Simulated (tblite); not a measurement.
# C4H13FO2SSi2: the cost of one run

Programs: PySCF 2.14.0 with density-fitted response routines of our own, and tblite 0.8.0. All values are computed, except where a source is named. Atoms count from 0 throughout.

### Step 1. The molecule as given

23 atoms, charge 0, multiplicity 1; geometry from: MMFF94s geometry.

Bonds of the start (Å): C0–H10 1.10, C0–H11 1.10, C0–H12 1.08, C0–O1 1.43, C6–H14 1.09, C6–H15 1.10, C6–H16 1.10, C7–H17 1.10, C7–H18 1.09, C7–H19 1.10, C9–H20 1.09, C9–H21 1.10, C9–H22 1.10, O1–Si2 1.65, O8–C9 1.43, S4–Si5 2.14, Si2–F3 1.62, Si2–H13 1.48, Si2–S4 2.13, Si5–C6 1.86, Si5–C7 1.87, Si5–O8 1.67.

### Step 2. GFN2-xTB relaxation, conformer 1

The job: settings as JSON, then the geometry in Å.

```
{"job": {"xc": "GFN2-xTB", "basis": "xTB", "kind": "relax"}, "charge": 0, "multiplicity": 1}
C      4.202800     0.079200    -1.196600
O      3.135800     0.943100    -1.610700
Si     1.585400     0.470900    -1.282600
F      0.599100     1.410000    -2.159300
S      1.200000     0.790600     0.789000
Si    -0.860800     0.198200     0.786600
C     -1.891700     1.461000    -0.105800
C     -1.362700     0.167600     2.592900
O     -0.934700    -1.326800     0.113100
C     -2.201400    -1.977400     0.031300
H      4.113700    -0.903200    -1.675400
H      4.222600    -0.031700    -0.104400
H      5.134400     0.535100    -1.502800
H      1.411500    -0.947700    -1.669600
H     -1.720800     1.450100    -1.179300
H     -1.687400     2.470800     0.271900
H     -2.956300     1.265000     0.061300
H     -2.423600    -0.122400     2.685000
H     -1.238700     1.148200     3.059200
H     -0.768600    -0.561400     3.157100
H     -2.046000    -2.942100    -0.447000
H     -2.902000    -1.403600    -0.588500
H     -2.615300    -2.146400     1.033800
```

The run is started by

```console
$ OMP_NUM_THREADS=1 python ens_run.py task.json out
```

One launch serves the whole session.

**Question.** How long does this first job take on 1 thread of Arm Neoverse V2, shared host?

About 2.3 s.
